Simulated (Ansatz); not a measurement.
# CdCSe3: the cost of one run

Computed with Ansatz 0.2.0 (reference: DFT r2SCAN, plane waves, PAW, scalar-relativistic, no spin polarisation, unless a step's input says otherwise).

**1. The starting structure**

It takes space group R3 (No. 146, trigonal). Conventional cell: a = 6.386 Å, b = 6.386 Å, c = 19.997 Å, α = 90.00°, β = 90.00°, γ = 120.00°. Cd (site symmetry 3) has 6 Se at 2.78 to 2.80 Å as nearest neighbours. Cd (site symmetry 3) is surrounded by 6 Se at 2.78 to 2.82 Å. Around C (site symmetry 3) lie 3 Se at 2.10 to 2.11 Å and 1 C at 2.29 Å. C (site symmetry 3) has 3 Se at 2.07 Å and 1 C at 2.29 Å as nearest neighbours. Se (site symmetry 1) is surrounded by 1 C at 2.11 Å and 2 Cd at 2.78 to 2.80 Å. Around Se (site symmetry 1) lie 1 C at 2.07 Å and 2 Cd at 2.78 to 2.82 Å.

Structure file:

```cif
data_structure
_symmetry_space_group_name_H-M 'P 1'
_symmetry_Int_Tables_number 1
_cell_length_a 6.3859
_cell_length_b 6.3859
_cell_length_c 7.6174
_cell_angle_alpha 65.218
_cell_angle_beta 90.000
_cell_angle_gamma 60.000
_cell_volume 235.41
loop_
_atom_site_label
_atom_site_type_symbol
_atom_site_fract_x
_atom_site_fract_y
_atom_site_fract_z
_atom_site_occupancy
Cd1 Cd 0.32910 0.34180 0.98730 1
Cd2 Cd 0.67128 0.65744 0.01394 1
C1 C 0.05670 0.88660 0.17000 1
C2 C 0.94240 0.11520 0.82710 1
Se1 Se 0.76510 0.13620 0.26030 1
Se2 Se 0.09870 0.50480 0.26030 1
Se3 Se 0.39650 0.83840 0.26030 1
Se4 Se 0.23030 0.86480 0.74130 1
Se5 Se 0.90490 0.48900 0.74130 1
Se6 Se 0.60610 0.16360 0.74130 1
```

**2. Reference**

Contents of input.yaml:

```yaml
crystal:
  lattice:
    - [3.192969, 5.530382, 0.0]
    - [-3.192969, 5.530382, 0.0]
    - [-3.192969, 1.843457, 6.665702]
  atoms:
    - { symbol: Cd, position: [0.3291, 0.3418, 0.9873] }
    - { symbol: Cd, position: [0.67128, 0.65744, 0.01394] }
    - { symbol: C, position: [0.0567, 0.8866, 0.17] }
    - { symbol: C, position: [0.9424, 0.1152, 0.8271] }
    - { symbol: Se, position: [0.7651, 0.1362, 0.2603] }
    - { symbol: Se, position: [0.0987, 0.5048, 0.2603] }
    - { symbol: Se, position: [0.3965, 0.8384, 0.2603] }
    - { symbol: Se, position: [0.2303, 0.8648, 0.7413] }
    - { symbol: Se, position: [0.9049, 0.489, 0.7413] }
    - { symbol: Se, position: [0.6061, 0.1636, 0.7413] }
  symmetry: { tolerance: 0.0003 }
kpoints:
  mp_grid: { grid: [4, 4, 4], shift: [0, 0, 0] }
magnetization:
  spin_polarized: false
scf:
  occupations: { method: fermi_dirac }
hamiltonian:
  pseudopotentials: { kind: paw }
  xc: r2scan
basis:
  ecutwfc: 500
output:
  forces: true
  stress: true
  eigenvalues: true
```

Started as:

```
ansatz run input.yaml --threads 1 --pin off --max-ram 2560MiB --backend cpu --events-out ev --progress --plain --runs-dir out
```

**Question.** How long does this run take on 1 thread of Intel Xeon 6975P-C (Granite Rapids), shared host, and how much memory does it need?

About 25 s, with a peak of 1.1 GiB.
